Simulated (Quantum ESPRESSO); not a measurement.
# Na2Sb (P4/mmm) in Quantum ESPRESSO: reference runs

Reference runs on Na2Sb: the cell as given.

All numbers are computed with Quantum ESPRESSO 7.5; they aren't measurements. Logs are shortened: lines on timing, memory, paths and dates and some standing lists are left out, and cuts for length are marked.

## Step 1: The structure

The structure is tetragonal, space group P4/mmm (No. 123). Conventional cell: a = 3.286 Å, b = 3.286 Å, c = 4.642 Å, α = 90.00°, β = 90.00°, γ = 90.00°. Around Na (site symmetry mmm) lie 4 Na at 2.32 Å. Around Sb (site symmetry 4/mmm) lie 8 Na at 2.84 Å.

The cell was built by a generator and needn't be a form met in nature.

## Step 2: Single point, PBE

pw.in

```
&CONTROL
  calculation = 'scf'
  prefix = 'pwscf'
  outdir = './tmp'
  pseudo_dir = './pseudo'
  tprnfor = .true.
  tstress = .true.
  disk_io = 'nowf'
/
&SYSTEM
  ibrav = 0
  nat = 3
  ntyp = 2
  ecutwfc = 55
  ecutrho = 440
  nbnd = 24
  occupations = 'smearing'
  smearing = 'fd'
  degauss = 0.00367493
/
&ELECTRONS
  conv_thr = 6d-10
  electron_maxstep = 120
  mixing_beta = 0.5
/
ATOMIC_SPECIES
Na    22.9898 na_pbe_v1.5.uspp.F.UPF
Sb   121.7600 sb_pbe_v1.4.uspp.F.UPF
CELL_PARAMETERS angstrom
   3.2864363100    0.0000000000    0.0000000000
   0.0000000000    3.2864363100    0.0000000000
   0.0000000000    0.0000000000    4.6420225200
ATOMIC_POSITIONS crystal
Na     0.5000000000    0.0000000000    0.5000000000
Na     0.0000000000    0.5000000000    0.5000000000
Sb     0.0000000000    0.0000000000    0.0000000000
K_POINTS automatic
8 8 6 0 0 0
```

Potentials or basis: SSSP 1.3 efficiency PBE.

On the command line:

```
> OMP_NUM_THREADS=1 pw.x -in pw.in > pw.out
```

pw.out:

```text
This program is part of the open-source Quantum ESPRESSO suite
     for quantum simulation of materials; please cite
         "P. Giannozzi et al., J. Phys.:Condens. Matter 21 395502 (2009);
         "P. Giannozzi et al., J. Phys.:Condens. Matter 29 465901 (2017);
         "P. Giannozzi et al., J. Chem. Phys. 152 154105 (2020);
     in publications or presentations arising from this work. More details at

     Message from routine setup:
     using ibrav=0 with symmetry is DISCOURAGED, use correct ibrav instead

     G-vector sticks info
     --------------------
     sticks:   dense  smooth     PW     G-vecs:    dense   smooth      PW
     Sum        1353     673    213                52827    18697    3179

     Using Slab Decomposition

     bravais-lattice index     =            0
     lattice parameter (alat)  =       6.2105  a.u.
     unit-cell volume          =     338.3407 (a.u.)^3
     number of atoms/cell      =            3
     number of atomic types    =            2
     number of electrons       =        33.00
     number of Kohn-Sham states=           24
     kinetic-energy cutoff     =      55.0000  Ry
     charge density cutoff     =     440.0000  Ry
     scf convergence threshold =      6.0E-10
     mixing beta               =       0.5000
     number of iterations used =            8  plain     mixing
     Exchange-correlation=  SLA  PW   PBX  PBC
                           (   1   4   3   4   0   0   0)

     celldm(1)=   6.210465  celldm(2)=   0.000000  celldm(3)=   0.000000
     celldm(4)=   0.000000  celldm(5)=   0.000000  celldm(6)=   0.000000

     crystal axes: (cart. coord. in units of alat)
               a(1) = (   1.000000   0.000000   0.000000 )
               a(2) = (   0.000000   1.000000   0.000000 )
               a(3) = (   0.000000   0.000000   1.412479 )

     reciprocal axes: (cart. coord. in units 2 pi/alat)
               b(1) = (  1.000000  0.000000  0.000000 )
               b(2) = (  0.000000  1.000000  0.000000 )
               b(3) = (  0.000000  0.000000  0.707975 )

     PseudoPot. # 1 for Na read from file:
     na_pbe_v1.5.uspp.F.UPF
     Pseudo is Ultrasoft, Zval =  9.0
     Generated by new atomic code, or converted to UPF format
     Using radial grid of  819 points,  5 beta functions with:
                l(1) =   0
                l(2) =   0
                l(3) =   1
                l(4) =   1
                l(5) =   2
     Q(r) pseudized with  8 coefficients,  rinner =    1.250   1.250   1.250
                                                       1.250   1.250

     PseudoPot. # 2 for Sb read from file:
     sb_pbe_v1.4.uspp.F.UPF
     Pseudo is Ultrasoft + core correction, Zval = 15.0
     Generated by new atomic code, or converted to UPF format
     Using radial grid of  891 points,  6 beta functions with:
                l(1) =   0
                l(2) =   0
                l(3) =   1
                l(4) =   1
                l(5) =   2
                l(6) =   2
     Q(r) pseudized with  8 coefficients,  rinner =    1.350   1.350   1.350
                                                       1.350   1.350

     atomic species   valence    mass     pseudopotential
     Na                9.00    22.98980     Na( 1.00)
     Sb               15.00   121.76000     Sb( 1.00)

     16 Sym. Ops., with inversion, found

   Cartesian axes

     site n.     atom                  positions (alat units)
         1        Na     tau(   1) = (   0.5000000   0.0000000   0.7062395  )
         2        Na     tau(   2) = (   0.0000000   0.5000000   0.7062395  )
         3        Sb     tau(   3) = (   0.0000000   0.0000000   0.0000000  )

     number of k points=    60  Fermi-Dirac smearing, width (Ry)=  0.0037
                       cart. coord. in units 2pi/alat
        k(    1) = (   0.0000000   0.0000000   0.0000000), wk =   0.0052083
        k(    2) = (   0.0000000   0.0000000   0.1179958), wk =   0.0104167
        k(    3) = (   0.0000000   0.0000000   0.2359917), wk =   0.0104167
        k(    4) = (   0.0000000   0.0000000  -0.3539875), wk =   0.0052083
        k(    5) = (   0.0000000   0.1250000   0.0000000), wk =   0.0208333
        k(    6) = (   0.0000000   0.1250000   0.1179958), wk =   0.0416667
[... 52 lines left out ...]
        k(   59) = (  -0.5000000  -0.5000000   0.2359917), wk =   0.0104167
        k(   60) = (  -0.5000000  -0.5000000  -0.3539875), wk =   0.0052083

     Dense  grid:    52827 G-vectors     FFT dimensions: (  45,  45,  60)

     Smooth grid:    18697 G-vectors     FFT dimensions: (  30,  30,  45)

     Initial potential from superposition of free atoms

     starting charge      31.9874, renormalised to      33.0000
     Starting wfcs are   19 randomized atomic wfcs +    5 random wfcs

     Self-consistent Calculation

     iteration #  1     ecut=    55.00 Ry     beta= 0.50
     Davidson diagonalization with overlap
     ethr =  1.00E-02,  avg # of iterations =  7.0

     total energy              =    -375.27070868 Ry
     estimated scf accuracy    <       0.73675755 Ry

     iteration #  2     ecut=    55.00 Ry     beta= 0.50
     Davidson diagonalization with overlap
     ethr =  2.23E-03,  avg # of iterations =  2.1

     total energy              =    -375.41221811 Ry
     estimated scf accuracy    <       0.03406290 Ry

     iteration #  3     ecut=    55.00 Ry     beta= 0.50
     Davidson diagonalization with overlap
     ethr =  1.03E-04,  avg # of iterations =  4.3
[... 29 lines left out ...]
     total energy              =    -375.41594204 Ry
     estimated scf accuracy    <       0.00000011 Ry

     iteration #  8     ecut=    55.00 Ry     beta= 0.50
     Davidson diagonalization with overlap
     ethr =  3.38E-10,  avg # of iterations =  3.0

     total energy              =    -375.41594212 Ry
     estimated scf accuracy    <       0.00000003 Ry

     iteration #  9     ecut=    55.00 Ry     beta= 0.50
     Davidson diagonalization with overlap
     ethr =  7.82E-11,  avg # of iterations =  2.0

     End of self-consistent calculation

          k = 0.0000 0.0000 0.0000 (  2373 PWs)   bands (ev):

   -43.0547 -42.7171 -17.4895 -17.3845 -17.3767 -17.3647 -17.3647 -15.3389
   -15.3389 -14.8789 -14.5385 -14.4615 -14.4615  -0.2868   7.9423  10.7701
    13.6018  13.6018  15.0439  17.5797  21.3254  21.3254  21.4093  22.6458

          k = 0.0000 0.0000 0.1180 (  2365 PWs)   bands (ev):

   -43.0546 -42.7171 -17.4904 -17.3845 -17.3776 -17.3664 -17.3664 -15.3368
   -15.3368 -14.8803 -14.5373 -14.4611 -14.4611  -0.1702   6.9878  12.0728
    13.6086  13.6086  15.2200  17.6847  20.0005  20.7325  20.7325  23.3879

          k = 0.0000 0.0000 0.2360 (  2345 PWs)   bands (ev):

   -43.0546 -42.7171 -17.4924 -17.3845 -17.3795 -17.3698 -17.3698 -15.3327
   -15.3327 -14.8830 -14.5350 -14.4604 -14.4604   0.0933   5.7846  13.6225
    13.6225  14.1626  15.8999  17.9219  18.6038  20.0427  20.0427  21.3261
[... 85 lines left out ...]
          k = 0.0000-0.5000 0.1180 (  2332 PWs)   bands (ev):

   -42.8835 -42.8833 -17.4385 -17.4102 -17.4056 -17.3634 -17.3374 -15.0075
   -14.9598 -14.9304 -14.8789 -14.7010 -14.6838   1.8642   6.0493   8.8412
    12.4425  14.9066  15.2021  16.0480  20.4829  20.7579  21.6869  22.8439

          k = 0.0000-0.5000 0.2360 (  2328 PWs)   bands (ev):

   -42.8835 -42.8833 -17.4376 -17.4100 -17.3993 -17.3661 -17.3368 -15.0065
   -14.9634 -14.9306 -14.8752 -14.7002 -14.6955   2.0205   6.3032   7.9618
    11.2334  15.2609  17.1161  18.1332  20.8642  21.1447  21.9017  21.9751

          k = 0.0000-0.5000-0.3540 (  2340 PWs)   bands (ev):

   -42.8834 -42.8833 -17.4372 -17.4099 -17.3961 -17.3674 -17.3364 -15.0060
   -14.9652 -14.9307 -14.8733 -14.7015 -14.6998   2.1064   6.4521   7.5950
    10.7630  15.2918  19.3570  19.9607  19.9936  20.5895  21.5547  21.5683

          k = 0.1250 0.1250 0.0000 (  2339 PWs)   bands (ev):

   -43.0292 -42.7410 -17.4689 -17.3922 -17.3711 -17.3711 -17.3705 -15.3723
   -15.2009 -14.8481 -14.6305 -14.5579 -14.4469   0.1139   8.2561  11.0108
    11.8711  11.8884  16.7896  18.3821  19.9467  19.9620  21.8351  22.6963

          k = 0.1250 0.1250 0.1180 (  2341 PWs)   bands (ev):

   -43.0292 -42.7410 -17.4698 -17.3922 -17.3746 -17.3714 -17.3689 -15.3708
   -15.1993 -14.8501 -14.6304 -14.5577 -14.4466   0.2228   7.3575  11.5778
    11.9367  12.6408  16.1300  18.9623  19.3324  20.0278  22.4386  23.1820

          k = 0.1250 0.1250 0.2360 (  2336 PWs)   bands (ev):
[... 65 lines left out ...]
          k = 0.1250-0.5000 0.1180 (  2320 PWs)   bands (ev):

   -42.8827 -42.8825 -17.4248 -17.4148 -17.4050 -17.3693 -17.3377 -15.2033
   -15.1568 -14.7403 -14.6973 -14.6873 -14.6824   2.0579   6.2409   8.9967
    12.6045  13.4888  15.2143  15.8583  18.8935  20.7066  21.8826  22.4952

          k = 0.1250-0.5000 0.2360 (  2328 PWs)   bands (ev):

   -42.8827 -42.8826 -17.4238 -17.4145 -17.3987 -17.3705 -17.3360 -15.2030
   -15.1594 -14.7400 -14.6983 -14.6941 -14.6861   2.2057   6.4923   8.1433
    11.4285  13.6326  17.2459  17.4227  19.7416  19.8567  20.7874  22.7283

          k = 0.1250-0.5000-0.3540 (  2348 PWs)   bands (ev):

   -42.8827 -42.8826 -17.4234 -17.4144 -17.3955 -17.3710 -17.3353 -15.2029
   -15.1607 -14.7399 -14.7000 -14.6986 -14.6856   2.2865   6.6393   7.7874
    10.9677  13.7012  17.9519  19.0730  19.4916  20.1077  20.8131  22.0519

          k = 0.2500 0.2500 0.0000 (  2346 PWs)   bands (ev):

   -42.9672 -42.7983 -17.4186 -17.4118 -17.3859 -17.3846 -17.3588 -15.4522
   -15.0261 -14.8619 -14.7739 -14.6045 -14.4112   1.2575   9.1091   9.6184
     9.7481  12.5516  16.3854  16.4436  18.4865  19.2958  20.8697  23.8322

          k = 0.2500 0.2500 0.1180 (  2331 PWs)   bands (ev):

   -42.9672 -42.7983 -17.4193 -17.4117 -17.3856 -17.3837 -17.3566 -15.4523
   -15.0270 -14.8610 -14.7775 -14.6066 -14.4110   1.3449   8.3633   9.7447
     9.8250  13.4002  15.3219  17.5593  17.6838  20.0568  21.9356  22.5409

          k = 0.2500 0.2500 0.2360 (  2329 PWs)   bands (ev):
[... 41 lines left out ...]
          k = 0.2500-0.5000 0.1180 (  2334 PWs)   bands (ev):

   -42.8809 -42.8808 -17.4259 -17.4036 -17.3916 -17.3829 -17.3388 -15.4021
   -15.3572 -14.6879 -14.6794 -14.5552 -14.5004   2.6166   6.7825   9.4191
    10.9981  12.9551  14.8787  15.7008  18.2684  18.5239  19.5866  22.8753

          k = 0.2500-0.5000 0.2360 (  2332 PWs)   bands (ev):

   -42.8809 -42.8808 -17.4255 -17.3972 -17.3905 -17.3809 -17.3344 -15.4022
   -15.3627 -14.6932 -14.6909 -14.5551 -14.4997   2.7389   7.0258   8.6437
    11.1452  11.9855  15.2341  17.4804  17.9579  18.1943  20.5021  24.1940

          k = 0.2500-0.5000-0.3540 (  2328 PWs)   bands (ev):

   -42.8809 -42.8808 -17.4252 -17.3940 -17.3901 -17.3797 -17.3323 -15.4023
   -15.3654 -14.6966 -14.6958 -14.5550 -14.4994   2.8049   7.1666   8.3204
    11.2256  11.5699  15.5054  17.0823  17.6082  20.3915  21.3779  22.6416

          k = 0.3750 0.3750 0.0000 (  2322 PWs)   bands (ev):

   -42.9045 -42.8550 -17.4327 -17.3996 -17.3990 -17.3673 -17.3484 -15.5335
   -15.4032 -14.7000 -14.6505 -14.5163 -14.3719   2.8733   8.3423   8.3844
    10.1243  12.9750  15.0525  15.7152  17.5908  17.9253  19.6368  19.8448

          k = 0.3750 0.3750 0.1180 (  2325 PWs)   bands (ev):

   -42.9045 -42.8550 -17.4325 -17.3972 -17.3964 -17.3673 -17.3445 -15.5347
   -15.4058 -14.7050 -14.6551 -14.5161 -14.3719   2.9260   8.4351   8.4656
     9.6371  13.0271  14.9339  16.0179  16.6029  18.7208  19.2649  20.9679

          k = 0.3750 0.3750 0.2360 (  2324 PWs)   bands (ev):
[... 17 lines left out ...]
          k = 0.3750-0.5000 0.1180 (  2322 PWs)   bands (ev):

   -42.8791 -42.8790 -17.4369 -17.4022 -17.3962 -17.3586 -17.3401 -15.5376
   -15.4933 -14.6787 -14.6763 -14.4335 -14.3774   3.4139   7.5222   8.8989
     9.9444  12.4881  14.6805  16.3323  16.9495  17.5555  18.9737  21.2836

          k = 0.3750-0.5000 0.2360 (  2332 PWs)   bands (ev):

   -42.8791 -42.8790 -17.4363 -17.3957 -17.3910 -17.3578 -17.3324 -15.5381
   -15.5018 -14.6882 -14.6875 -14.4334 -14.3774   3.4932   7.7506   9.0729
     9.2957  12.5935  13.7631  15.7598  16.3142  18.6105  21.3199  23.5391

          k = 0.3750-0.5000-0.3540 (  2328 PWs)   bands (ev):

   -42.8791 -42.8791 -17.4360 -17.3925 -17.3883 -17.3576 -17.3284 -15.5384
   -15.5061 -14.6932 -14.6929 -14.4334 -14.3774   3.5352   7.8796   9.0116
     9.1821  12.5205  13.6042  15.3363  15.7779  21.1371  21.8845  23.5554

          k =-0.5000-0.5000 0.0000 (  2324 PWs)   bands (ev):

   -42.8783 -42.8783 -17.4419 -17.4049 -17.4049 -17.3457 -17.3448 -15.5852
   -15.5365 -14.6694 -14.6694 -14.3912 -14.3345   3.8891   7.8576   7.8576
    10.5769  11.7198  15.9169  16.5886  17.2940  17.2940  18.5019  19.1642

          k =-0.5000-0.5000 0.1180 (  2320 PWs)   bands (ev):

   -42.8783 -42.8783 -17.4415 -17.4017 -17.4017 -17.3456 -17.3400 -15.5856
   -15.5414 -14.6750 -14.6750 -14.3912 -14.3347   3.9097   7.9559   7.9559
    10.2080  11.8640  15.5256  16.2253  16.2253  16.8123  19.9392  20.5866

          k =-0.5000-0.5000 0.2360 (  2332 PWs)   bands (ev):

   -42.8783 -42.8783 -17.4408 -17.3951 -17.3951 -17.3454 -17.3304 -15.5863
   -15.5512 -14.6861 -14.6861 -14.3912 -14.3350   3.9530   8.1704   8.1704
     9.6282  12.2906  14.2051  15.0574  15.0574  18.9725  22.3683  22.8869

          k =-0.5000-0.5000-0.3540 (  2336 PWs)   bands (ev):

   -42.8783 -42.8783 -17.4405 -17.3918 -17.3918 -17.3454 -17.3255 -15.5866
   -15.5561 -14.6917 -14.6917 -14.3912 -14.3351   3.9758   8.2886   8.2886
     9.3855  12.7966  13.3889  14.6048  14.6048  21.5643  22.1736  24.6135

     the Fermi energy is    11.8912 ev

!    total energy              =    -375.41594213 Ry
     estimated scf accuracy    <          2.4E-10 Ry
     smearing contrib. (-TS)   =      -0.00076696 Ry
     internal energy E=F+TS    =    -375.41517516 Ry

     The total energy is F=E-TS. E is the sum of the following terms:
     one-electron contribution =    -197.11736845 Ry
     hartree contribution      =     114.50660344 Ry
     xc contribution           =     -73.23636642 Ry
     ewald contribution        =    -219.56804374 Ry

     convergence has been achieved in   9 iterations

     Forces acting on atoms (cartesian axes, Ry/au):

     atom    1 type  1   force =     0.00000000    0.00000000    0.00000000
     atom    2 type  1   force =     0.00000000    0.00000000    0.00000000
     atom    3 type  2   force =     0.00000000    0.00000000    0.00000000

     Total force =     0.000000     Total SCF correction =     0.000000

     Computing stress (Cartesian axis) and pressure

          total   stress  (Ry/bohr**3)                   (kbar)     P=      358.32
   0.00268685   0.00000000   0.00000000          395.25        0.00        0.00
   0.00000000   0.00268685   0.00000000            0.00      395.25        0.00
   0.00000000   0.00000000   0.00193373            0.00        0.00      284.46

=------------------------------------------------------------------------------=
   JOB DONE.
=------------------------------------------------------------------------------=
```

Wall time 36 s (1 thread of Intel Xeon Platinum 8488C (Sapphire Rapids), shared host); peak memory 0.27 GiB.

What came out:

```
Free energy            : -5107.7941 eV
Pressure               : 35.8 GPa
Band gap on the k mesh : none (metal or under the smearing width)
```

Stress tensor (GPa, compression positive):
```
39.52  0.00  0.00
 0.00 39.52  0.00
 0.00  0.00 28.45
```

Caveat: a pressure of tens of GPa on the cell as given is suspect, and the run, the potentials or the cell itself is likely at fault. The run has no spin-orbit coupling, so splittings on Sb are missing.
